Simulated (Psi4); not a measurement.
# SiF3 (SMILES F[Si](F)F) at 3 levels

Wanted: a comparison of 3 runs (UB2PLYP/aug-cc-pVDZ, UBHLYP/aug-cc-pVDZ, UCAM-B3LYP/aug-cc-pVDZ) of SiF3. 

The calculation is run with Psi4 1.11.

## Step 1: The system as given

SiF3 has 4 atoms, charge 0, and is taken as a doublet. SMILES: `F[Si](F)F`. One bond was lengthened or shortened from a relaxed shape.

Bond lengths: F1–Si2 1.818 Å, Si2–F3 1.581 Å, Si2–F4 1.581 Å. Angles: F1–Si2–F3 107.9°, F1–Si2–F4 107.9°, F3–Si2–F4 107.9°.

## Step 2: A single-point energy at UB2PLYP/aug-cc-pVDZ (density fitting for correlation) (run 1)

input.dat

```
memory 1600 MB

molecule system {
  0 2
  F
  Si 1 r2
  F 2 r3 1 a3
  F 2 r4 3 a4 1 d4

  r2 = 1.8183
  r3 = 1.581117
  a3 = 107.93279
  r4 = 1.581128
  a4 = 107.92824
  d4 = 116.38705
  symmetry c1
  no_reorient
  no_com
}

set basis aug-cc-pVDZ
set reference uks
set puream true
set e_convergence 1e-09
set d_convergence 1e-08
set scf_type pk
set dft_radial_points 99
set dft_spherical_points 590
set num_frozen_docc 8
set maxiter 100

energy("b2plyp")
```

The run is started by

```
psi4 -i input.dat -o output.dat -n 1
```

output.dat:

```text
[...]
  Running in c1 symmetry.
[...]
  Nuclear repulsion =  168.918873944080616
[...]
  Multiplicity = 2
[...]
  Nalpha       = 21
  Nbeta        = 20
[...]
    Number of basis functions: 96
[...]
   @UKS iter   1:  -588.49490182736338   -7.17525e-01   6.31957e-03 DIIS/ADIIS
[...]
   @UKS iter  12:  -588.62520178145769   -4.66116e-12   6.71679e-09 DIIS
[...]
   @S^2 Observed:                7.526767244E-01
[...]
    Orbital Energies [Eh]
    ---------------------
    Alpha Occupied:
       1A    -67.434894     2A    -25.427154     3A    -25.427131
       4A    -25.377796     5A     -5.804645     6A     -4.060319
       7A     -4.058013     8A     -4.056530     9A     -1.430670
      10A     -1.410930    11A     -1.331370    12A     -0.715005
      13A     -0.643355    14A     -0.613922    15A     -0.608353
      16A     -0.576368    17A     -0.562381    18A     -0.561345
      19A     -0.511257    20A     -0.506315    21A     -0.361660
    Alpha Virtual:
      22A      0.019492    23A      0.022835    24A      0.031389
      25A      0.037162    26A      0.088417    27A      0.098108
[...]
  @UKS Final Energy:  -588.62520178145769
   => Energetics <=
    Nuclear Repulsion Energy =            168.9188739440806160
    One-Electron Energy =               -1154.7290663393926025
    Two-Electron Energy =                 422.2061676568071107
    DFT Exchange-Correlation Energy =     -25.0211770429528393
    Empirical Dispersion Energy =           0.0000000000000000
    VV10 Nonlocal Energy =                  0.0000000000000000
    Total Energy =                       -588.6252017814576902
[...]
 Multipole Moments:
 ------------------------------------------------------------------------------------
     Multipole            Electronic (a.u.)      Nuclear  (a.u.)        Total (a.u.)
 ------------------------------------------------------------------------------------
 L = 1.  Multiply by 2.5417464519 to convert [e a0] to [Debye]
 Dipole X            :         -0.0020149            0.4251358            0.4231209
 Dipole Y            :         -0.0013937            0.2635390            0.2621454
 Dipole Z            :          0.4081241            0.2666461            0.6747702
 Magnitude           :                                                    0.8384905
[...]
```

Wall time 28 s (1 thread of AMD EPYC 7R43 (Zen 3), shared host); peak memory 0.73 GiB.

## Step 3: A single-point energy at UBHLYP/aug-cc-pVDZ (run 2)

calc.py

```python
import psi4

psi4.set_memory(1600000000)
psi4.set_num_threads(1)
psi4.core.set_output_file('psi4.out', False)

molecule = psi4.geometry("""
0 2
F
Si 1 1.8183
F 2 1.581117 1 107.93279
F 2 1.581128 3 107.92824 1 116.38705
units angstrom
symmetry c1
no_reorient
no_com
""")

options = {'basis': 'aug-cc-pVDZ', 'reference': 'uks', 'puream': True, 'e_convergence': 1e-09, 'd_convergence': 1e-08, 'scf_type': 'pk', 'dft_radial_points': 99, 'dft_spherical_points': 590, 'maxiter': 100}
psi4.set_options(options)

E, wfn = psi4.energy('bhhlyp', molecule=molecule, return_wfn=True)
psi4.oeprop(wfn, 'QUADRUPOLE', 'MAYER_INDICES', 'MULLIKEN_CHARGES')
print(f'bhhlyp energy: {E:.10f} Eh')
```

The run is started by

```
python calc.py
```

psi4.out, shortened:

```text
[...]
  Running in c1 symmetry.
[...]
  Nuclear repulsion =  168.918873944080616
[...]
  Multiplicity = 2
[...]
  Nalpha       = 21
  Nbeta        = 20
[...]
    Number of basis functions: 96
[...]
   @UKS iter   1:  -588.92339920938218   -6.93226e-01   6.45140e-03 ADIIS/DIIS
[...]
   @UKS iter  12:  -589.05814068480470   -3.41061e-12   6.68529e-09 DIIS
[...]
   @S^2 Observed:                7.526475960E-01
[...]
  @UKS Final Energy:  -589.05814068480470
   => Energetics <=
    Nuclear Repulsion Energy =            168.9188739440806160
    One-Electron Energy =               -1154.8193408816759984
    Two-Electron Energy =                 423.8178514138977562
    DFT Exchange-Correlation Energy =     -26.9755251611070186
    Empirical Dispersion Energy =           0.0000000000000000
    VV10 Nonlocal Energy =                  0.0000000000000000
    Total Energy =                       -589.0581406848046981
[...]
 Multipole Moments:
 ------------------------------------------------------------------------------------
     Multipole            Electronic (a.u.)      Nuclear  (a.u.)        Total (a.u.)
 ------------------------------------------------------------------------------------
 L = 1.  Multiply by 2.5417464519 to convert [e a0] to [Debye]
 Dipole X            :         -0.0019248            0.4251358            0.4232111
 Dipole Y            :         -0.0013353            0.2635390            0.2622037
 Dipole Z            :          0.4056841            0.2666461            0.6723302
 Magnitude           :                                                    0.8365921
 L = 2.  Multiply by 1.3450342976 to convert [e a0^2] to [Debye ang]
 Quadrupole XX       :        -65.4018501           45.5597983          -19.8420517
 Quadrupole XY       :         37.9122735          -36.9119800            1.0002935
[...]
  Mulliken Charges: (a.u.)
   Center  Symbol    Alpha    Beta     Spin     Total
       1     F     4.81345  4.75414  0.05931 -0.56759
       2    SI     6.57272  5.63527  0.93745  1.79201
       3     F     4.80690  4.80529  0.00161 -0.61218
       4     F     4.80693  4.80530  0.00163 -0.61223
   Total alpha = 21.00000, Total beta = 20.00000, Total charge =  0.00000
  Mayer Bond Indices:
  Total Bond Index:
  Irrep: 1 Size: 4 x 4
[...]
```

On the terminal:

```text
bhhlyp energy: -589.0581406848 Eh
```

Wall time 29 s (1 thread of AMD EPYC 7R43 (Zen 3), shared host); peak memory 0.73 GiB.

## Step 4: Energy and forces at UCAM-B3LYP/aug-cc-pVDZ (run 3)

input.dat

```
memory 1600 MB

molecule {
  0 2
  F      0.944990    -0.615055     1.289313
  Si    -0.282750     0.213060     0.234280
  F     -0.994260    -0.892250    -0.644340
  F      0.492160     1.186230    -0.741640
  symmetry c1
}

set reference uks
set puream true
set e_convergence 1e-09
set d_convergence 1e-08
set scf_type pk
set dft_radial_points 99
set dft_spherical_points 590
set maxiter 100

result = gradient("cam-b3lyp/aug-cc-pVDZ")
print_variables()
```

The run is started by

```
psi4 input.dat output.dat -n 1
```

output.dat:

```text
[...]
  Running in c1 symmetry.
[...]
  Nuclear repulsion =  168.918896705818327
[...]
  Multiplicity = 2
[...]
  Nalpha       = 21
  Nbeta        = 20
[...]
    Number of basis functions: 96
[...]
   @UKS iter   1:  -588.96319517394272   -6.33395e-01   6.70783e-03 DIIS/ADIIS
[...]
   @UKS iter  13:  -589.10586483711825   -2.27374e-13   3.15855e-09 DIIS
[...]
   @S^2 Observed:                7.518012121E-01
[...]
    Orbital Energies [Eh]
    ---------------------
    Alpha Occupied:
       1A    -66.392796     2A    -24.833126     3A    -24.833106
       4A    -24.785564     5A     -5.520992     6A     -3.881319
       7A     -3.880835     8A     -3.879714     9A     -1.344733
      10A     -1.324308    11A     -1.247992    12A     -0.695328
      13A     -0.623696    14A     -0.597116    15A     -0.589721
      16A     -0.556458    17A     -0.546584    18A     -0.541922
      19A     -0.493928    20A     -0.488559    21A     -0.362335
    Alpha Virtual:
      22A      0.018811    23A      0.022589    24A      0.029109
      25A      0.039039    26A      0.084656    27A      0.095282
[...]
  @UKS Final Energy:  -589.10586483711825
   => Energetics <=
    Nuclear Repulsion Energy =            168.9188967058183266
    One-Electron Energy =               -1154.5676735030378950
    Two-Electron Energy =                 435.8800776831150756
    DFT Exchange-Correlation Energy =     -39.3371657230137259
    Empirical Dispersion Energy =           0.0000000000000000
    VV10 Nonlocal Energy =                  0.0000000000000000
    Total Energy =                       -589.1058648371182471
[...]
 Multipole Moments:
 ------------------------------------------------------------------------------------
     Multipole            Electronic (a.u.)      Nuclear  (a.u.)        Total (a.u.)
 ------------------------------------------------------------------------------------
 L = 1.  Multiply by 2.5417464519 to convert [e a0] to [Debye]
 Dipole X            :         -0.2353568           -0.4073187           -0.6426755
 Dipole Y            :          0.1560719            0.3029337            0.4590056
 Dipole Z            :         -0.2563749            0.2522222           -0.0041528
 Magnitude           :                                                    0.7897691
[...]
  -Total Gradient:
     Atom            X                  Y                   Z
    ------   -----------------  -----------------  -----------------
       1        0.046760431374    -0.031455666108     0.041688383280
       2       -0.043742212377     0.027836155212    -0.072664495833
       3        0.011113227012     0.019573182039     0.014652430862
       4       -0.014227415091    -0.015882798229     0.016313279042
[...]
```

It took 73 s on 1 thread of AMD EPYC 7R43 (Zen 3), shared host; peak memory 0.8 GiB.

## Step 5: Overview of the runs

```
run                                                  level  fitting correlation  frozen core orbitals  energy (Eh)  HOMO energy (eV)  LUMO energy (eV)   ⟨S²⟩  wall time
  1  UB2PLYP/aug-cc-pVDZ (density fitting for correlation)      density fitting                     8  -588.852939             -9.84             -2.98  0.753       28 s
  2                                     UBHLYP/aug-cc-pVDZ                    –                     0  -589.058141             -9.80             -3.49  0.753       29 s
  3                                 UCAM-B3LYP/aug-cc-pVDZ                    –                     0  -589.105865             -9.86             -3.42  0.752       73 s
```

## Step 6: Outcome

| quantity | value |
| --- | --- |
| run 3: total energy | -589.10586 Eh |
| run 3: dipole moment | 2.01 D |
| run 3: HOMO energy (highest over α and β) | -9.86 eV |
| run 3: LUMO energy (lowest over α and β) | -3.42 eV |
| run 3: ⟨S²⟩ | 0.752 |
| run 3: largest force on an atom | 4.590 eV/Å |

What this shows: Totals of different functionals can't be ranked against each other. All runs together took 2.2 min, the longest 73 s.
